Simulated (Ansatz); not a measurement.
**As2 (singlet): wave-function methods side by side, aug-cc-pVDZ**

Aim: climb from Hartree-Fock through coupled cluster and multireference methods for As2 (singlet) at one geometry and basis, and see what each rung misses.

Program: Ansatz 0.2.0, Gaussian basis. Level of theory: aug-cc-pVDZ, core rule «outside noble gas», up to 28 orbitals frozen. These are calculated values, not measurements.

The runs, in order: UHF; CCSD(T) on RHF; CCSD(T) on UHF; BCCD(T) on RHF; CISD; CCSDT(Q) on RHF; CCSDT(Q) on UHF; CASSCF and MRCISD+Q, 10 electrons in 8 orbitals; CASSCF and NEVPT2, 10 electrons in 8 orbitals.

17 further runs of the same task are left out: 6 that didn't finish, 11 set aside as unsound or not needed.

## Step 1: What is computed

The geometry is a PBE0/def2-TZVPD stationary point (not a proven minimum) of the parent state, kept for this charge and spin. No spin-orbit coupling is included. The filled d shell of As may be among the frozen orbitals whatever the setting's name suggests; the logs give the count.

2 atoms, charge 0, spin multiplicity 1.

Atoms are counted from 1 here; the program's logs count them from 0.

Bond lengths: As1–As2 2.176 Å.

As a file:

| atom | x (Å) | y (Å) | z (Å) |
| --- | --- | --- | --- |
| As1 | 0.0000 | 0.0000 | 0.0000 |
| As2 | 0.0000 | 0.0000 | 2.1764 |

In the tables R marks a restricted determinant and U an unrestricted one; 'valence' is the active space of 10 electrons in 8 orbitals; energies count from the table's Hartree-Fock row.

## Step 2: UHF

in.yaml reads:

```yaml
crystal:
  periodic: [false, false, false]
  atoms:
    - {symbol: As, position_ang: [0.000000, 0.000000, 0.000000]}
    - {symbol: As, position_ang: [0.000000, 0.000000, 2.176400]}
basis:
  gaussian: {orbitals: aug-cc-pVDZ}
magnetization: {spin_polarized: true, initial_magnetization: 0}
hamiltonian: {xc: hf}
output: {orbitals: {seedname: orbitals}}
```

The run is started by

```bash
ansatz run in.yaml --threads 1 --pin off --events-out ev --progress --plain --max-ram 2393MiB
```

The log of the run:

```text
Functional definition: HF
  name "HF"
  cite "Fock, Z. Phys. 61, 126 (1930) doi:10.1007/BF01340294"
  parent pbe
  exchange = exact_x
  correlation = 0
852 factors; integrals over basis functions are off by at most 6.3e-4 eV
mean field evaluation 1: about -121589.7033 eV, gradient 3.6e0 eV
mean field evaluation 2: about -121589.7032 eV, gradient 3.6e0 eV
mean field evaluation 4: about -121589.8856 eV, gradient 1.0e-1 eV
mean field evaluation 8: about -121589.8857 eV, gradient 2.1e-5 eV
mean field evaluation 16: about -121590.6073 eV, gradient 3.0e-4 eV
mean field evaluation 32: about -121590.6073 eV, gradient 8.6e-4 eV
mean field -121590.60726768 eV, -4468.3724000134 hartree, gradient 6.1e-6 eV, S^2 1.194616; 5 other end points of the search recorded, 0 dependent functions left out
reference -121590.60726768 eV, -4468.3724000134 hartree; 33, 33 occupied and 39, 39 virtual orbitals, 852 factors
Total energy: -121590.60726768 eV, -4468.3724000134 hartree
```

It took 7.5 s on 1 thread of Arm Neoverse V1, shared host.

From the report: ⟨S²⟩ of the determinant 1.195 (pure singlet: 0.00). The determinant is far from a pure spin state, so its energy mixes those of several spin states (harmless only where they are near-degenerate, as at dissociation).

The unrestricted solution breaks the spin symmetry, so the restricted determinant is unstable here.

## Step 3: CCSD(T) on RHF

in.yaml reads:

```yaml
crystal:
  periodic: [false, false, false]
  atoms:
    - {symbol: As, position_ang: [0.000000, 0.000000, 0.000000]}
    - {symbol: As, position_ang: [0.000000, 0.000000, 2.176400]}
basis:
  gaussian: {orbitals: aug-cc-pVDZ}
magnetization: {spin_polarized: false}
correlation: {method: ccsd_t, electrons: outside_noble_gas}
```

Launched as before.

The log of the run, shortened:

```text
Functional definition: HF
  name "HF"
  cite "Fock, Z. Phys. 61, 126 (1930) doi:10.1007/BF01340294"
  parent pbe
[...]
852 factors; integrals over basis functions are off by at most 6.3e-4 eV
[...]
mean field -121589.88573454 eV, -4468.3458841597 hartree, gradient 8.4e-7 eV, S^2 0.000000; 1 other end points of the search recorded, 0 dependent functions left out; unrestricted orbitals would lower it
28 core orbitals not correlated: weight in the atoms' cores, before any rotation towards them, 1.000 or more for the frozen orbitals, at most 0.000 for the correlated occupied ones
reference -121589.88573454 eV, -4468.3458841597 hartree; 5, 5 occupied and 39, 39 virtual orbitals, 852 factors
second order -6.11337774 eV of doubles, -0.00000000 eV of singles
cycle   1  -6.01882120 eV  change    9.5e-2 eV  update   1.1e-1
[...]
cycle  10  -6.40752721 eV  change   -5.0e-6 eV  update   2.7e-6
perturbative correction -0.42866078 eV, -0.0157529932 hartree
Total energy: -121596.72192253 eV, -4468.5971094346 hartree
```

Run time: 3 s. Hardware: 1 thread of Arm Neoverse V1, shared host.

From the report: correlation -6.8362 eV; T1 0.018; largest double amplitude 0.14.

## Step 4: CCSD(T) on UHF

Changes to in.yaml since step 3:

```diff
@@ -7,3 +7,3 @@
   gaussian: {orbitals: aug-cc-pVDZ}
-magnetization: {spin_polarized: false}
+magnetization: {spin_polarized: true, initial_magnetization: 0}
 correlation: {method: ccsd_t, electrons: outside_noble_gas}
```

Launched as before.

The log of the run, shortened:

```text
Functional definition: HF
  name "HF"
  cite "Fock, Z. Phys. 61, 126 (1930) doi:10.1007/BF01340294"
  parent pbe
[...]
852 factors; integrals over basis functions are off by at most 6.3e-4 eV
[...]
mean field -121590.60726768 eV, -4468.3724000134 hartree, gradient 1.5e-6 eV, S^2 1.194616; 10 other end points of the search recorded, 0 dependent functions left out
determinant -121590.60726768 eV, -4468.3724000134 hartree, with singles and doubles -121596.17615744 eV, -4468.5770529376 hartree
determinant -121590.10064985 eV, -4468.3537821517 hartree, with singles and doubles -121596.28424064 eV, -4468.5810249217 hartree
determinant -121588.10709840 eV, -4468.2805204870 hartree, with singles and doubles -121593.37711177 eV, -4468.4741899063 hartree
determinant -121587.41432522 eV, -4468.2550615424 hartree, with singles and doubles -121591.62419995 eV, -4468.4097715853 hartree
[...]
determinant -121590.60726768 eV, -4468.3724000134 hartree, with singles and doubles -121596.22459503 eV, -4468.5788329860 hartree
determinant -121590.10064985 eV, -4468.3537821517 hartree, with singles and doubles -121596.30112619 eV, -4468.5816454542 hartree
determinant -121590.07093222 eV, -4468.3526900487 hartree, with singles and doubles -121596.26526622 eV, -4468.5803276248 hartree
determinant -121589.88573454 eV, -4468.3458841597 hartree, with singles and doubles -121596.29031663 eV, -4468.5812482104 hartree
28 core orbitals not correlated: weight in the atoms' cores, before any rotation towards them, 1.000 or more for the frozen orbitals, at most 0.000 for the correlated occupied ones
reference -121590.60726768 eV, -4468.3724000134 hartree; 5, 5 occupied and 39, 39 virtual orbitals, 852 factors
second order -4.27624198 eV of doubles, -0.00000000 eV of singles
cycle   1  -5.61732706 eV  change    2.9e-7 eV  update   2.8e-6
perturbative correction -0.37091149 eV, -0.0136307460 hartree
Total energy: -121596.59550623 eV, -4468.5924637212 hartree
```

Run time: 32 s. Hardware: 1 thread of Arm Neoverse V1, shared host.

From the report: ⟨S²⟩ of the determinant 1.195 (pure singlet: 0.00); correlation -5.9882 eV; T1 0.113; largest double amplitude 0.14. The determinant is far from a pure spin state, so its energy mixes those of several spin states (harmless only where they are near-degenerate, as at dissociation).

## Step 5: BCCD(T) on RHF

in.yaml reads:

```yaml
crystal:
  periodic: [false, false, false]
  atoms:
    - {symbol: As, position_ang: [0.000000, 0.000000, 0.000000]}
    - {symbol: As, position_ang: [0.000000, 0.000000, 2.176400]}
basis:
  gaussian: {orbitals: aug-cc-pVDZ}
magnetization: {spin_polarized: false}
correlation: {method: bccd_t, electrons: outside_noble_gas}
```

The command is unchanged.

The log of the run, shortened:

```text
Functional definition: HF
  name "HF"
  cite "Fock, Z. Phys. 61, 126 (1930) doi:10.1007/BF01340294"
  parent pbe
[...]
852 factors; integrals over basis functions are off by at most 6.3e-4 eV
[...]
mean field -121589.88573454 eV, -4468.3458841597 hartree, gradient 8.4e-7 eV, S^2 0.000000; 1 other end points of the search recorded, 0 dependent functions left out; unrestricted orbitals would lower it
28 core orbitals not correlated: weight in the atoms' cores, before any rotation towards them, 1.000 or more for the frozen orbitals, at most 0.000 for the correlated occupied ones
reference -121589.88573454 eV, -4468.3458841597 hartree; 5, 5 occupied and 39, 39 virtual orbitals, 852 factors
second order -6.11337774 eV of doubles, -0.00000000 eV of singles
cycle   1  -6.02463115 eV  change    8.9e-2 eV  update   1.1e-1
[...]
cycle  10  -6.38524622 eV  change   -5.6e-6 eV  update   2.9e-6
perturbative correction -0.45090540 eV, -0.0165704677 hartree
Total energy: -121596.72188616 eV, -4468.5971080980 hartree
```

Wall time 3.2 s (1 thread of Arm Neoverse V1, shared host).

From the report: correlation -6.8362 eV; largest double amplitude 0.14.

## Step 6: CISD

in.yaml reads:

```yaml
crystal:
  periodic: [false, false, false]
  atoms:
    - {symbol: As, position_ang: [0.000000, 0.000000, 0.000000]}
    - {symbol: As, position_ang: [0.000000, 0.000000, 2.176400]}
basis:
  gaussian: {orbitals: aug-cc-pVDZ}
correlation: {active_space: {ras: {orbitals: [5, 0, 39], electrons: 10, max_holes: 2, max_particles: 2}, fixed_orbitals: true}}
```

Same command.

The log of the run:

```text
Functional definition: HF
  name "HF"
  cite "Fock, Z. Phys. 61, 126 (1930) doi:10.1007/BF01340294"
  parent pbe
  exchange = exact_x
  correlation = 0
852 factors; integrals over basis functions are off by at most 6.3e-4 eV
mean field evaluation 1: about -121589.7033 eV, gradient 5.1e0 eV
mean field evaluation 2: about -121589.7032 eV, gradient 5.1e0 eV
mean field evaluation 4: about -121589.8849 eV, gradient 1.5e-1 eV
mean field evaluation 8: about -121589.8857 eV, gradient 8.8e-5 eV
mean field -121589.88573454 eV, -4468.3458841597 hartree, gradient 8.4e-7 eV, S^2 0.000000; 0 other end points of the search recorded, 0 dependent functions left out
reference -121589.88573454 eV, -4468.3458841597 hartree; 33, 33 occupied and 39, 39 virtual orbitals, 852 factors
state -121595.64369623 eV, -4468.5574853490 hartree
Total energy: -121595.64369623 eV, -4468.5574853490 hartree
```

It took 2.9 s on 1 thread of Arm Neoverse V1, shared host.

From the report: 7,158 determinants.

## Step 7: CCSDT(Q) on RHF

in.yaml reads:

```yaml
crystal:
  periodic: [false, false, false]
  atoms:
    - {symbol: As, position_ang: [0.000000, 0.000000, 0.000000]}
    - {symbol: As, position_ang: [0.000000, 0.000000, 2.176400]}
basis:
  gaussian: {orbitals: aug-cc-pVDZ}
magnetization: {spin_polarized: false}
correlation: {method: ccsdt_q, electrons: outside_noble_gas}
```

Launched as before.

The log of the run, shortened:

```text
Functional definition: HF
  name "HF"
  cite "Fock, Z. Phys. 61, 126 (1930) doi:10.1007/BF01340294"
  parent pbe
[...]
1280 factors; integrals over basis functions are off by at most 1.3e-7 eV
[...]
mean field -121589.88580535 eV, -4468.3458867618 hartree, gradient 1.1e-6 eV, S^2 0.000000; 0 other end points of the search recorded, 0 dependent functions left out; unrestricted orbitals would lower it
[...]
28 core orbitals not correlated: weight in the atoms' cores, before any rotation towards them, 1.000 or more for the frozen orbitals, at most 0.000 for the correlated occupied ones
reference -121589.88580535 eV, -4468.3458867618 hartree; 5, 5 occupied and 39, 39 virtual orbitals, 1280 factors
second order -6.11336916 eV of doubles, -0.00000000 eV of singles
cycle   1  -6.01880764 eV  change    9.5e-2 eV  update   1.4e-1
[...]
cycle  15  -6.84373665 eV  change    3.2e-7 eV  update   5.0e-7
perturbative correction -0.07028546 eV, -0.0025829429 hartree
Total energy: -121596.79982745 eV, -4468.5999723877 hartree
```

Run time: 14 s. Hardware: 1 thread of Arm Neoverse V1, shared host; peak memory 0.31 GiB.

From the report: correlation -6.9140 eV; T1 0.018; largest double amplitude 0.16.

## Step 8: CCSDT(Q) on UHF

Changes to in.yaml since step 7:

```diff
@@ -7,3 +7,3 @@
   gaussian: {orbitals: aug-cc-pVDZ}
-magnetization: {spin_polarized: false}
+magnetization: {spin_polarized: true, initial_magnetization: 0}
 correlation: {method: ccsdt_q, electrons: outside_noble_gas}
```

Same command.

The log of the run, shortened:

```text
Functional definition: HF
  name "HF"
  cite "Fock, Z. Phys. 61, 126 (1930) doi:10.1007/BF01340294"
  parent pbe
[...]
1280 factors; integrals over basis functions are off by at most 1.3e-7 eV
[...]
mean field -121590.60733163 eV, -4468.3724023637 hartree, gradient 1.8e-6 eV, S^2 1.194613; 11 other end points of the search recorded, 0 dependent functions left out
determinant -121590.60733163 eV, -4468.3724023637 hartree, with singles and doubles -121596.17649609 eV, -4468.5770653827 hartree
determinant -121590.10071920 eV, -4468.3537847001 hartree, with singles and doubles -121596.28429936 eV, -4468.5810270798 hartree
determinant -121588.10716649 eV, -4468.2805229895 hartree, with singles and doubles -121593.37713607 eV, -4468.4741907995 hartree
determinant -121587.41439119 eV, -4468.2550639666 hartree, with singles and doubles -121591.62431133 eV, -4468.4097756785 hartree
[...]
determinant -121590.10071920 eV, -4468.3537847001 hartree, with singles and doubles -121596.30117250 eV, -4468.5816471563 hartree
determinant -121590.07100111 eV, -4468.3526925805 hartree, with singles and doubles -121596.26605805 eV, -4468.5803567239 hartree
determinant -121589.88580535 eV, -4468.3458867618 hartree, with singles and doubles -121596.29036539 eV, -4468.5812500023 hartree
28 core orbitals not correlated: weight in the atoms' cores, before any rotation towards them, 1.000 or more for the frozen orbitals, at most 0.000 for the correlated occupied ones
reference -121590.60733163 eV, -4468.3724023637 hartree; 5, 5 occupied and 39, 39 virtual orbitals, 1280 factors
second order -4.27624187 eV of doubles, -0.00000000 eV of singles
cycle   1  -4.78893452 eV  change   -5.1e-1 eV  update   1.2e-1
[...]
cycle  19  -6.09871065 eV  change    1.6e-7 eV  update   6.2e-7
perturbative correction -0.06764962 eV, -0.0024860776 hartree
Total energy: -121596.77369190 eV, -4468.5990119239 hartree
```

Wall time 82 s (1 thread of Arm Neoverse V1, shared host); peak memory 0.62 GiB.

From the report: ⟨S²⟩ of the determinant 1.195 (pure singlet: 0.00); correlation -6.1664 eV; T1 0.137; largest double amplitude 0.19. The determinant is far from a pure spin state, so its energy mixes those of several spin states (harmless only where they are near-degenerate, as at dissociation).

## Step 9: CASSCF and MRCISD+Q, 10 electrons in 8 orbitals

in.yaml reads:

```yaml
crystal:
  periodic: [false, false, false]
  atoms:
    - {symbol: As, position_ang: [0.000000, 0.000000, 0.000000]}
    - {symbol: As, position_ang: [0.000000, 0.000000, 2.176400]}
basis:
  gaussian: {orbitals: aug-cc-pVDZ}
correlation: {method: fic_mrcisd_q, electrons: outside_noble_gas, active_space: {window: {electrons: 10, orbitals: 8}, shells: [{species: As, l: s, shell: 4}, {species: As, l: p, shell: 4}]}}
```

Same command.

The log of the run, shortened:

```text
Functional definition: HF
  name "HF"
  cite "Fock, Z. Phys. 61, 126 (1930) doi:10.1007/BF01340294"
  parent pbe
[...]
1280 factors; integrals over basis functions are off by at most 1.3e-7 eV
[...]
mean field -121589.88580535 eV, -4468.3458867618 hartree, gradient 1.1e-6 eV, S^2 0.000000; 0 other end points of the search recorded, 0 dependent functions left out; unrestricted orbitals would lower it
reference -121589.88580535 eV, -4468.3458867618 hartree; 33, 33 occupied and 39, 39 virtual orbitals, 1280 factors
state -121592.60413304 eV, -4468.4457834619 hartree
contracted CI cycle   1: correlation 0.00000000 eV, 0.0000000000 hartree, residual 1.36e1 eV
contracted CI cycle   2: correlation -3.68866576 eV, -0.1355559663 hartree, residual 2.79e0 eV
contracted CI cycle   3: correlation -3.84012380 eV, -0.1411219468 hartree, residual 5.39e-1 eV
contracted CI cycle   4: correlation -3.84584245 eV, -0.1413321031 hartree, residual 1.20e-1 eV
contracted CI cycle   5: correlation -3.84612777 eV, -0.1413425886 hartree, residual 3.07e-2 eV
contracted CI cycle   6: correlation -3.84614549 eV, -0.1413432398 hartree, residual 7.46e-3 eV
contracted CI cycle   7: correlation -3.84614655 eV, -0.1413432788 hartree, residual 1.77e-3 eV
contracted CI cycle   8: correlation -3.84614661 eV, -0.1413432811 hartree, residual 4.04e-4 eV
state -121592.60413304 eV, -4468.4457834619 hartree; corrected -121596.79037503 eV, -4468.5996250176 hartree
Total energy: -121596.79037503 eV, -4468.5996250176 hartree
Checks for a lower state left out: starts, orbital_swaps
```

Wall time 7.5 s (1 thread of Arm Neoverse V1, shared host).

From the report: 396 determinants; active occupations 1.99, 1.99, 1.96, 1.88, 1.88, 0.13, 0.13, 0.04.

## Step 10: CASSCF and NEVPT2, 10 electrons in 8 orbitals

in.yaml reads:

```yaml
crystal:
  periodic: [false, false, false]
  atoms:
    - {symbol: As, position_ang: [0.000000, 0.000000, 0.000000]}
    - {symbol: As, position_ang: [0.000000, 0.000000, 2.176400]}
basis:
  gaussian: {orbitals: aug-cc-pVDZ}
correlation: {method: sc_nevpt2, electrons: outside_noble_gas, active_space: {window: {electrons: 10, orbitals: 8}, shells: [{species: As, l: s, shell: 4}, {species: As, l: p, shell: 4}]}}
```

Launched as before.

The log of the run:

```text
Functional definition: HF
  name "HF"
  cite "Fock, Z. Phys. 61, 126 (1930) doi:10.1007/BF01340294"
  parent pbe
  exchange = exact_x
  correlation = 0
1280 factors; integrals over basis functions are off by at most 1.3e-7 eV
mean field evaluation 1: about -121589.7030 eV, gradient 5.1e0 eV
mean field evaluation 2: about -121589.7033 eV, gradient 5.1e0 eV
mean field evaluation 4: about -121589.8853 eV, gradient 1.5e-1 eV
mean field evaluation 8: about -121589.8858 eV, gradient 8.7e-5 eV
mean field -121589.88580535 eV, -4468.3458867618 hartree, gradient 1.1e-6 eV, S^2 0.000000; 0 other end points of the search recorded, 0 dependent functions left out; unrestricted orbitals would lower it
reference -121589.88580535 eV, -4468.3458867618 hartree; 33, 33 occupied and 39, 39 virtual orbitals, 1280 factors
state -121592.60413304 eV, -4468.4457834619 hartree
state -121592.60413304 eV, -4468.4457834619 hartree; corrected -121595.91802211 eV, -4468.5675666389 hartree
Total energy: -121595.91802211 eV, -4468.5675666389 hartree
Checks for a lower state left out: starts, orbital_swaps
```

Run time: 6 s. Hardware: 1 thread of Arm Neoverse V1, shared host.

From the report: 396 determinants; active occupations 1.99, 1.99, 1.96, 1.88, 1.88, 0.13, 0.13, 0.04.

## Step 11: Natural occupations

Natural occupations of the CASSCF valence state about the gap (report; correlated orbitals 1 to 8): 1.994, 1.987, 1.964, 1.882, 1.882, 0.125, 0.125, 0.040. The count of effectively unpaired electrons, Σ n²(2 − n)², is 0.22; a single determinant of this spin has 0.

## Step 12: The ladder

No level here is safe as a reference; RCCSDT(Q) serves as a yardstick only. Rows without a time come out of other runs: HF, MP2 and CCSD of CCSD(T), CCSDT of CCSDT(Q), CASSCF and MRCISD of the multireference runs.

Differences are taken before rounding.

| method | energy from the lowest RHF (kJ/mol) | from RCCSDT(Q) (kJ/mol) | time |
| --- | --- | --- | --- |
| RHF | 0.0 | +667.1 |  |
| UHF | -69.6 | +597.5 |  |
| RMP2 | -589.9 | +77.3 |  |
| UMP2 | -482.2 | +184.9 |  |
| CISD | -555.6 | +111.5 | 2.9 s |
| RCCSD | -618.2 | +48.9 |  |
| UCCSD | -611.6 | +55.5 |  |
| RCCSD(T) | -659.6 | +7.5 | 3 s |
| UCCSD(T) | -647.4 | +19.7 | 32 s |
| BCCD(T) | -659.6 | +7.5 | 3.2 s |
| RCCSDT | -660.3 | +6.8 |  |
| UCCSDT | -658.1 | +9.0 |  |
| RCCSDT(Q) | -667.1 | 0 | 14 s |
| UCCSDT(Q) | -664.6 | +2.5 | 82 s |
| CASSCF valence | -262.3 | +404.8 |  |
| NEVPT2 valence | -582.0 | +85.1 | 6 s |
| MRCISD valence | -633.4 | +33.7 |  |
| MRCISD+Q valence | -666.2 | +0.9 | 7.5 s |

Among the levels timed on like hardware and quicker than the yardstick, those that no quicker one beats, quickest first: CISD (2.9 s, +111.5 kJ/mol); RCCSD(T) (3 s, +7.5 kJ/mol); MRCISD+Q valence (7.5 s, +0.9 kJ/mol).

## Step 13: What came out

```
                       quantity          value
  RCCSDT(Q) from the RHF energy     -6.9141 eV
            RMP2 from RCCSDT(Q)   +77.3 kJ/mol
            UMP2 from RCCSDT(Q)  +184.9 kJ/mol
           RCCSD from RCCSDT(Q)   +48.9 kJ/mol
        RCCSD(T) from RCCSDT(Q)    +7.5 kJ/mol
        UCCSD(T) from RCCSDT(Q)   +19.7 kJ/mol
       UCCSDT(Q) from RCCSDT(Q)    +2.5 kJ/mol
  NEVPT2 valence from RCCSDT(Q)   +85.1 kJ/mol
MRCISD+Q valence from RCCSDT(Q)    +0.9 kJ/mol
                  T1 diagnostic          0.018
 effectively unpaired electrons           0.22
```

In words: RCCSD(T) lands +7.5 kJ/mol from the yardstick (1.1 % of the correlation energy). CCSD(T) misses by +7.5 kJ/mol on the restricted determinant and by +19.7 kJ/mol on the unrestricted one; the two need not hold the same state or core. The occupations show some static correlation. Warnings: restricted reference is unstable; spin contamination.
